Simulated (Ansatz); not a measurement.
# InCl3: ab initio molecular dynamics

Aim: for InCl3, follow short trajectories in a supercell.

Method: DFT PBEsol, scalar-relativistic, plane waves, PAW, in Ansatz 0.2.0.

## 1. Starting point

The structure is hexagonal, space group P6_3/mmc (No. 194). Conventional cell: a = 9.589 Å, b = 9.589 Å, c = 3.411 Å, α = 90.00°, β = 90.00°, γ = 120.00°. Around In (site symmetry -6m2) lie 6 Cl at 2.56 Å. Around Cl (site symmetry mm2) lie 2 In at 2.56 Å.

Structure file:

```cif
data_structure
_symmetry_space_group_name_H-M 'P 1'
_symmetry_Int_Tables_number 1
_cell_length_a 6.8229
_cell_length_b 9.5887
_cell_length_c 9.5887
_cell_angle_alpha 120.000
_cell_angle_beta 90.000
_cell_angle_gamma 90.000
_cell_volume 543.27
loop_
_atom_site_label
_atom_site_type_symbol
_atom_site_fract_x
_atom_site_fract_y
_atom_site_fract_z
_atom_site_occupancy
In1 In 0.12500 0.66667 0.33333 1
In2 In 0.62500 0.66667 0.33333 1
In3 In 0.37500 0.33333 0.66667 1
In4 In 0.87500 0.33333 0.66667 1
Cl1 Cl 0.37500 0.78184 0.21816 1
Cl2 Cl 0.87500 0.78184 0.21816 1
Cl3 Cl 0.37500 0.43633 0.21816 1
Cl4 Cl 0.87500 0.43633 0.21816 1
Cl5 Cl 0.37500 0.78184 0.56367 1
Cl6 Cl 0.87500 0.78184 0.56367 1
Cl7 Cl 0.12500 0.21816 0.78184 1
Cl8 Cl 0.62500 0.21816 0.78184 1
Cl9 Cl 0.12500 0.56367 0.78184 1
Cl10 Cl 0.62500 0.56367 0.78184 1
Cl11 Cl 0.12500 0.21816 0.43633 1
Cl12 Cl 0.62500 0.21816 0.43633 1
```

It goes back to an entry of the Materials Project, which need not be the stable form.

The cell is taken as given, not relaxed at this level.

## 2. Reference: the perfect supercell

Input file input.yaml:

```yaml
crystal:
  lattice:
    - [0.0, 0.0, 6.8228934836]
    - [9.5886843364, 0.0, 0.0]
    - [-4.7943421682, 8.3040442242, 0.0]
  atoms:
    - { symbol: In, position: [0.125, 0.6666666667, 0.3333333333] }
    - { symbol: In, position: [0.625, 0.6666666667, 0.3333333333] }
    - { symbol: In, position: [0.375, 0.3333333333, 0.6666666667] }
    - { symbol: In, position: [0.875, 0.3333333333, 0.6666666667] }
    - { symbol: Cl, position: [0.375, 0.78183749, 0.21816251] }
    - { symbol: Cl, position: [0.875, 0.78183749, 0.21816251] }
    - { symbol: Cl, position: [0.375, 0.43632502, 0.21816251] }
    - { symbol: Cl, position: [0.875, 0.43632502, 0.21816251] }
    - { symbol: Cl, position: [0.375, 0.78183749, 0.56367498] }
    - { symbol: Cl, position: [0.875, 0.78183749, 0.56367498] }
    - { symbol: Cl, position: [0.125, 0.21816251, 0.78183749] }
    - { symbol: Cl, position: [0.625, 0.21816251, 0.78183749] }
    - { symbol: Cl, position: [0.125, 0.56367498, 0.78183749] }
    - { symbol: Cl, position: [0.625, 0.56367498, 0.78183749] }
    - { symbol: Cl, position: [0.125, 0.21816251, 0.43632502] }
    - { symbol: Cl, position: [0.625, 0.21816251, 0.43632502] }
  symmetry: { detect: false }
basis:
  ecutwfc: 420
kpoints:
  mp_grid: { grid: [2, 1, 1], shift: [0.5, 0.0, 0.0] }
hamiltonian:
  xc: pbesol
scf:
  occupations: { method: gaussian, width: 0.1 }
output:
  forces: true
  stress: true
  eigenvalues: true
```

Started as:

```console
$ ansatz run input.yaml --threads 4 --pin off --max-ram 5120MiB --backend cpu --events-out ev --progress --plain --runs-dir out
```

The program printed, shortened:

```text
Warning: RAYON_NUM_THREADS=4 ignored (pool sized by the plan → 4); use --threads N
[...]
Pseudopotentials: kind: paw
Pseudopotential: In, paw, valence charge 13, recommended cutoff 420 eV (normal), In.paw.azcp
Pseudopotential: Cl, paw, valence charge 7, recommended cutoff 420 eV (normal), Cl.paw.azcp
Functional definition: PBEsol
[...]
Crystal: 16 atoms, lattice volume = 543.272 Å³
Basis set: ecut = 420 eV, 10565 PW (Γ), exchange–correlation on 96×144×144 points (8 copies of the dense FFT grid, shifted against one another)
Bands: 84, of which v1, the nominal top of the filled ones, is band 68 counted from 1 (67 counted from 0)
Symmetry: 1 space group operations
k-points: 1 of 2 (time reversal used)
[...]
SCF iter   1: F=—  HF=-34847.146335 eV  |F-HF|=—  |Δ(HF+E_count)|=         —  Δρ=3.36e-3  dr2=6.38e-2  ethr=1.77e-3  ⟨swp⟩=6.0  Hψ=322  notcnv=0
[...]
SCF iter   7: F=-34847.131592 eV  HF=-34847.131592 eV  |F-HF|=7.86e-9  |Δ(HF+E_count)|=   2.89e-8  Δρ=1.73e-6  dr2=2.04e-8  ethr=7.35e-11  ⟨swp⟩=9.0  Hψ=347  notcnv=0
[...]
SCF converged after 7 iterations
Free energy (F): -34847.131592 eV
[...]
E sigma→0 (E₀):  -34847.131592 eV
Fermi energy:    1.640076 eV
[...]
--- Forces (eV/Å), atoms counted from 1 ---
  atom   1  In     0.00000219    -0.00001089     0.00000000
  atom   2  In     0.00000133    -0.00001088    -0.00000039
  atom   3  In     0.00000253    -0.00000246     0.00000020
  atom   4  In     0.00000012    -0.00000324     0.00000029
  atom   5  Cl    -0.09828464     0.05674908     0.00000007
  atom   6  Cl    -0.09829677     0.05675015     0.00000035
  atom   7  Cl     0.09830316     0.05675778    -0.00000009
  atom   8  Cl     0.09827543     0.05674058     0.00000003
[...]
--- Stress (GPa, compression-positive) ---
       -0.199059       0.000000       0.000000
        0.000000      -0.199056       0.000000
        0.000000       0.000000      -0.884229
  P = ⅓ Tr σ = -0.4274 GPa (-4.274 kbar)
--- Band table (eV) ---
[...]
```

Run time: 1.1 s. Hardware: 4 threads of Intel Xeon 6975P-C (Granite Rapids), shared host; peak memory 0.67 GiB.

## 3. Molecular dynamics, 800 K

90 steps of 3 fs with a Langevin thermostat and barostat, velocities drawn for 800 K, at 1.02 times the reference volume, target pressure 0 GPa.

input.yaml, as its differences from that of step 2:

```diff
@@ -2,5 +2,5 @@
   lattice:
-    - [0.0, 0.0, 6.8228934836]
-    - [9.5886843364, 0.0, 0.0]
-    - [-4.7943421682, 8.3040442242, 0.0]
+    - [0.0, 0.0, 6.8680795255]
+    - [9.6521874078, 0.0, 0.0]
+    - [-4.8260937039, 8.3590394973, 0.0]
   atoms:
@@ -22,3 +22,2 @@
     - { symbol: Cl, position: [0.625, 0.21816251, 0.43632502] }
-  symmetry: { detect: false }
 basis:
@@ -30,3 +29,5 @@
 scf:
-  occupations: { method: gaussian, width: 0.1 }
+  occupations: { method: fermi_dirac, width: 0.0689 }
+  lower_state_search: "off"
+  convergence: { dr2_threshold: 1.0e-07 }
 output:
@@ -34,2 +35,10 @@
   stress: true
-  eigenvalues: true
+md:
+  timestep: 3.0
+  n_steps: 90
+  ensemble: npt_langevin
+  temperature: 800.0
+  initial_velocities: maxwell_boltzmann
+  seed: 89013
+  friction: 0.02
+  pressure: 0.0
```

Started as:

```console
$ ansatz run input.yaml --threads 4 --pin off --max-ram 5120MiB --backend cpu --events-out ev --progress --plain --runs-dir out
```

The program printed, shortened:

```text
Warning: md: disabling space-group detection — thermal motion breaks the input geometry's symmetry, so no spatial operation reduces the k-mesh or symmetrises the density; time reversal is kept, so that k and −k are solved as one point where they differ and the mesh holds both, and exact [...]
Warning: md.ensemble: scf.convergence.dr2_threshold = 1e-7 eV (the SCF's general default) is looser than the 8e-8 eV advised for a trajectory that moves its cell on the stress, at its friction, temperature and timestep (5e-9 eV for each atom of the cell: 16). What an SCF threshold leaves [...]
Warning: RAYON_NUM_THREADS=4 ignored (pool sized by the plan → 4); use --threads N
[...]
[... 4 set-up lines as earlier in the session ...]
[...]
Crystal: 16 atoms, lattice volume = 554.137 Å³
Basis set: ecut = 420 eV (smoothed over ±3.0 %; plane waves to 437.0 eV, density to 1747.9 eV), 11519 PW (Γ), exchange–correlation on 96×144×144 points (8 copies of the dense FFT grid, shifted against one another)
[...]
k-points: 1 of 2 (time reversal used)
[...]
SCF iter   1: F=—  HF=-34847.093468 eV  |F-HF|=—  |Δ(HF+E_count)|=         —  Δρ=3.31e-3  dr2=6.41e-2  ethr=1.77e-3  ⟨swp⟩=6.0  Hψ=322  notcnv=0
[...]
md step     0: t =     0.00 fs  T =   750.0 K  F+E_penalty+E_count = -34847.07849588 eV  E_kin = 1.551120 eV  conserved = -34845.96288989 eV  P_inst = -0.8232 GPa  V = 554.1374 Å³  selection 1  (7 SCF iters)
[...]
md step     8: t =    24.00 fs  T =   426.2 K  F+E_penalty+E_count = -34846.60164095 eV  E_kin = 0.881529 eV  conserved = -34845.96159962 eV  P_inst = -0.1375 GPa  V = 552.3643 Å³  selection 1  (5 SCF iters)
[...]
md step    16: t =    48.00 fs  T =   547.2 K  F+E_penalty+E_count = -34846.19444326 eV  E_kin = 1.131665 eV  conserved = -34845.96171550 eV  P_inst = 1.1193 GPa  V = 550.7110 Å³  selection 1  (5 SCF iters)
[...]
md step    24: t =    72.00 fs  T =   675.8 K  F+E_penalty+E_count = -34846.44361009 eV  E_kin = 1.397700 eV  conserved = -34845.96330026 eV  P_inst = 0.9186 GPa  V = 550.0694 Å³  selection 1  (5 SCF iters)
[...]
md step    30: t =    90.00 fs  T =   625.1 K  F+E_penalty+E_count = -34846.53054551 eV  E_kin = 1.292816 eV  conserved = -34845.96260389 eV  P_inst = -0.1689 GPa  V = 552.9659 Å³  selection 1  (6 SCF iters)
md step    31: t =    93.00 fs  T =   627.7 K  F+E_penalty+E_count = -34846.51342982 eV  E_kin = 1.298233 eV  conserved = -34845.96267963 eV  P_inst = -0.1560 GPa  V = 552.6041 Å³  selection 1  (5 SCF iters)
```

## 4. More of the same log: dynamics (npt_langevin) at 800 K, volume x 1.02

Output, continued, shortened:

```text
md step    32: t =    96.00 fs  T =   687.6 K  F+E_penalty+E_count = -34846.48483174 eV  E_kin = 1.421990 eV  conserved = -34845.96257781 eV  P_inst = -0.0902 GPa  V = 552.1127 Å³  selection 1  (5 SCF iters)
[...]
md step    46: t =   138.00 fs  T =   631.4 K  F+E_penalty+E_count = -34846.15410178 eV  E_kin = 1.305776 eV  conserved = -34845.96257319 eV  P_inst = 0.6303 GPa  V = 554.8870 Å³  selection 1  (5 SCF iters)
[...]
md step    60: t =   180.00 fs  T =   855.9 K  F+E_penalty+E_count = -34846.19325155 eV  E_kin = 1.770068 eV  conserved = -34845.96426506 eV  P_inst = 0.3117 GPa  V = 563.1041 Å³  selection 1  (7 SCF iters)
[...]
md step    74: t =   222.00 fs  T =   573.4 K  F+E_penalty+E_count = -34845.97571951 eV  E_kin = 1.185806 eV  conserved = -34845.96302037 eV  P_inst = -1.0277 GPa  V = 575.6949 Å³  selection 1  (5 SCF iters)
[...]
  atom   4  In     0.21880243     0.16656068     0.48515704
  atom   5  Cl    -0.03645872    -0.27316604    -0.05414027
  atom   6  Cl     0.68915772    -0.79403364     0.08902857
  atom   7  Cl     0.63435296     0.21651442     0.00080990
  atom   8  Cl    -1.39517890    -0.71429190    -0.00992664
[...]
--- Stress (GPa, compression-positive) ---
        1.072606      -0.289532       0.458021
       -0.289532       1.425371      -0.054111
        0.458021      -0.054111       0.038753
  P = ⅓ Tr σ = 0.8456 GPa (8.456 kbar)
--- MD trajectory: 90 steps, t = 0.0 → 270.0 fs ---
  final state: T = 585.1 K   F+E_penalty+E_count = -34845.93944260 eV   E_kin = 1.210156 eV
  conserved energy: peak-to-peak 4.481e-3 eV (2.801e-4 eV/atom) over 270.0 fs
  cell: V = 586.5254 Å³ at the end; means of 91 rows, the approach among them: V = 560.9353 Å³, P_inst = 0.2390 GPa
  mean static stress (GPa): xx 0.3754  yy 0.1087  zz -0.5402  yz -0.0783  xz 0.0532  xy 0.0247
  the result is of one more SCF, on plane waves selected at the last cell: its energy does not rank with the rows'
```

Wall time 79 s (4 threads of Intel Xeon 6975P-C (Granite Rapids), shared host); peak memory 0.73 GiB.

## 5. Along the run

One row in 5; energies are changes from the first frame, and the pressure holds the kinetic part:

```csv
time (fs),T (K),potential (meV/atom),pressure (GPa)
0.0,750,0.0,-0.8
15.0,522,16.3,-0.5
30.0,507,37.3,0.3
45.0,486,53.6,1.0
60.0,582,52.1,1.4
75.0,681,36.9,0.7
90.0,625,34.2,-0.2
105.0,690,42.2,0.0
120.0,789,48.8,0.1
135.0,865,54.0,0.6
150.0,660,54.2,0.8
165.0,744,56.6,0.6
180.0,856,55.3,0.3
195.0,708,61.7,-0.2
210.0,538,69.2,-0.8
225.0,603,69.9,-0.9
240.0,516,80.0,0.1
255.0,563,77.9,0.9
270.0,585,71.2,1.1
```

Frames as positions (Å) and forces (eV/Å):

```xyz
16
Lattice="0.000 0.000 6.905 9.704 0.000 0.000 -4.852 8.404 0.000" Properties=species:S:1:pos:R:3:forces:R:3 pbc="T T T" time_fs=180.0 T_K=856
In    4.997    2.881    0.930   -1.732    0.465    0.229
In    5.067    3.136    4.447   -1.659    0.379   -1.078
In   -0.021    5.753    2.694    0.531   -0.135   -0.829
In   -0.130    5.436    6.019    0.623    0.674    0.270
Cl    6.727    2.214    2.405    0.446   -0.152    0.739
Cl    6.487    2.103    6.025    1.193   -0.814   -0.299
Cl    3.434    1.858    2.665    0.478    0.221    0.273
Cl    3.111    2.236    6.135    0.835   -0.145   -0.235
Cl    4.797    4.934    2.696    0.103   -0.436    0.611
Cl    4.795    4.892    6.370    0.379    0.280   -0.399
Cl   -1.842    6.282    1.024    0.555   -0.112    0.170
Cl   -1.677    6.458    4.525   -0.352    0.297   -0.285
Cl    1.619    6.537    0.887   -0.735   -0.003    0.641
Cl    1.731    6.342    4.563   -0.566   -0.094   -0.387
Cl    0.263    3.576    0.331   -0.133   -0.942    0.238
Cl   -0.084    3.514    3.550    0.034    0.518    0.345
16
Lattice="0.000 0.000 6.999 9.837 0.000 0.000 -4.918 8.519 0.000" Properties=species:S:1:pos:R:3:forces:R:3 pbc="T T T" time_fs=270.0 T_K=585
In    5.040    2.845    1.017   -0.164    0.545   -1.057
In    5.165    3.244    4.346    0.427   -0.134    0.675
In    0.104    5.940    2.785   -0.417   -0.782    0.039
In   -0.175    5.511    6.215    0.219    0.167    0.485
Cl    6.794    2.296    2.553   -0.036   -0.273   -0.054
Cl    6.807    2.268    5.882    0.689   -0.794    0.089
Cl    3.300    1.830    2.449    0.634    0.217    0.001
Cl    3.695    2.245    5.982   -1.395   -0.714   -0.010
Cl    4.688    4.915    2.731   -0.052    0.204    0.069
Cl    5.416    4.846    6.479   -0.357    0.720    0.166
Cl   -1.715    6.430    1.228    0.291    0.114   -0.395
Cl   -1.719    6.423    4.697   -0.371    0.668   -0.265
Cl    1.796    6.412    1.181   -0.181    0.206   -0.438
Cl    1.670    6.187    4.673    0.281    0.398    0.394
Cl    0.207    3.472    0.110    0.075   -0.584    0.138
Cl   -0.380    3.714    3.435    0.357    0.041    0.163
```

Pair distribution functions g(r) over the second half, up to half the cell's height:

```csv
r (Å),Cl-In,Cl-Cl,In-In
2.15,0.0,0.0,0.0
2.25,1.3,0.0,0.0
2.35,5.5,0.0,0.0
2.45,7.4,0.0,0.0
2.55,6.4,0.0,0.0
2.65,5.7,0.0,0.0
2.75,3.7,0.0,0.0
2.85,1.5,0.0,0.0
2.95,0.7,0.2,0.0
3.05,0.3,0.3,0.0
3.15,0.5,0.8,0.0
3.25,0.3,2.3,0.7
3.35,0.1,3.2,3.8
```

## 6. The last frame on a finer mesh

Input file input.yaml:

```yaml
crystal:
  lattice:
    - [0.0, 0.0, 6.9993618534]
    - [9.8366875475, 0.0, 0.0]
    - [-4.9183437738, 8.5188213053, 0.0]
  atoms:
    - { symbol: In, position: [0.1453245776, 0.679345742, 0.3339310665] }
    - { symbol: In, position: [0.620872336, 0.7155050795, 0.3807633776] }
    - { symbol: In, position: [0.3978973617, 0.3592360772, 0.6972785783] }
    - { symbol: In, position: [0.8880082299, 0.3056197724, 0.6468975907] }
    - { symbol: Cl, position: [0.3647094095, 0.82545561, 0.2695384633] }
    - { symbol: Cl, position: [0.8402935516, 0.8251039545, 0.2661935491] }
    - { symbol: Cl, position: [0.3498223219, 0.442904382, 0.2148083455] }
    - { symbol: Cl, position: [0.8545940848, 0.5073944264, 0.2634759648] }
    - { symbol: Cl, position: [0.3902281919, 0.7650831921, 0.5769029153] }
    - { symbol: Cl, position: [0.9257207614, 0.83499478, 0.5688269704] }
    - { symbol: Cl, position: [0.1754953043, 0.2030201799, 0.7547883075] }
    - { symbol: Cl, position: [0.6711179187, 0.2023095553, 0.7540259009] }
    - { symbol: Cl, position: [0.1687270354, 0.5589120506, 0.7527268004] }
    - { symbol: Cl, position: [0.667605913, 0.5329744672, 0.7263107115] }
    - { symbol: Cl, position: [0.0157589146, 0.2248486522, 0.4076061133] }
    - { symbol: Cl, position: [0.4906904216, 0.1793769527, 0.4359340425] }
basis:
  ecutwfc: 420
kpoints:
  mp_grid: { grid: [4, 3, 3] }
hamiltonian:
  xc: pbesol
scf:
  occupations: { method: fermi_dirac, width: 0.0689 }
output:
  forces: true
  stress: true
  eigenvalues: true
  populations: true
```

Started as:

```console
$ ansatz run input.yaml --threads 4 --pin off --max-ram 5120MiB --backend cpu --events-out ev --progress --plain --runs-dir out
```

The program printed, shortened:

```text
Warning: RAYON_NUM_THREADS=4 ignored (pool sized by the plan → 4); use --threads N
[...]
[... 4 set-up lines as earlier in the session ...]
[...]
Crystal: 16 atoms, lattice volume = 586.525 Å³
Basis set: ecut = 420 eV, 11507 PW (Γ), exchange–correlation on 96×144×144 points (8 copies of the dense FFT grid, shifted against one another)
Bands: 84, of which v1, the nominal top of the filled ones, is band 68 counted from 1 (67 counted from 0)
[... 1 set-up line as earlier in the session ...]
Space group: P1 (ITA 1), of the structure as read, at distance tolerance 8.4e-5 Å
k-points: 19 of 36 (time reversal used)
[...]
  atom   4  In     0.21855255     0.17492730     0.48392505
  atom   5  Cl    -0.02860511    -0.26662380    -0.06028126
  atom   6  Cl     0.69424703    -0.78384212     0.09877687
  atom   7  Cl     0.61582298     0.21579480     0.00077333
  atom   8  Cl    -1.39095062    -0.70036833    -0.00355957
[...]
--- Stress (GPa, compression-positive) ---
        0.997946      -0.285148       0.453645
       -0.285148       1.355900      -0.050930
        0.453645      -0.050930       0.115757
  P = ⅓ Tr σ = 0.8232 GPa (8.232 kbar)
--- Band table (eV; the first three rows and the last of 19) ---
[...]
--- Löwdin populations: 16 sites ---
  site symbol       q [e]
     0     In     12.1972
     1     In     12.1824
     2     In     12.1873
     3     In     12.1703
     4     Cl      7.1503
     5     Cl      7.2745
     6     Cl      7.2772
     7     Cl      7.1683
     8     Cl      7.1825
     9     Cl      7.2721
    10     Cl      7.2050
    11     Cl      7.1793
    12     Cl      7.2385
    13     Cl      7.1758
    14     Cl      7.2317
    15     Cl      7.3084
  spilling = 0.004406 (of n_electrons = 136.000000)
```

Run time: 15 s. Hardware: 4 threads of Intel Xeon 6975P-C (Granite Rapids), shared host; peak memory 1.7 GiB.

Per atom:

```csv
atom,Löwdin electrons
In1,12.20
In2,12.18
In3,12.19
In4,12.17
Cl5,7.15
Cl6,7.27
Cl7,7.28
Cl8,7.17
Cl9,7.18
Cl10,7.27
Cl11,7.21
Cl12,7.18
Cl13,7.24
Cl14,7.18
Cl15,7.23
Cl16,7.31
```

The Löwdin counts miss 0.60 of the 136 electrons, which the atomic orbitals do not span, so they are no charges.

Against the trajectory's mesh the free energy moves by -1.5 meV/atom and the forces by up to 0.024 eV/Å.

## 7. What came out

| quantity | value |
| --- | --- |
| mean temperature, second half (800 K run) | 669 K, spread 103 K |
| mean pressure, second half (800 K run) | 0.2 GPa |
| mean potential energy above the perfect cell (800 K run) | 69 meV/atom |
| mean volume, second half (800 K run) | 35.60 Å³/atom |
| mean square move, first to last frame (800 K run) | Cl 0.32, In 0.11 Å² |

In words: Over the second half of the 800 K run the temperature averages 669 K, with a standard deviation of 103 K. The coarse mesh of the trajectory leaves force errors of up to 0.02 eV/Å. Runs this short are not equilibrated, so the means are rough.
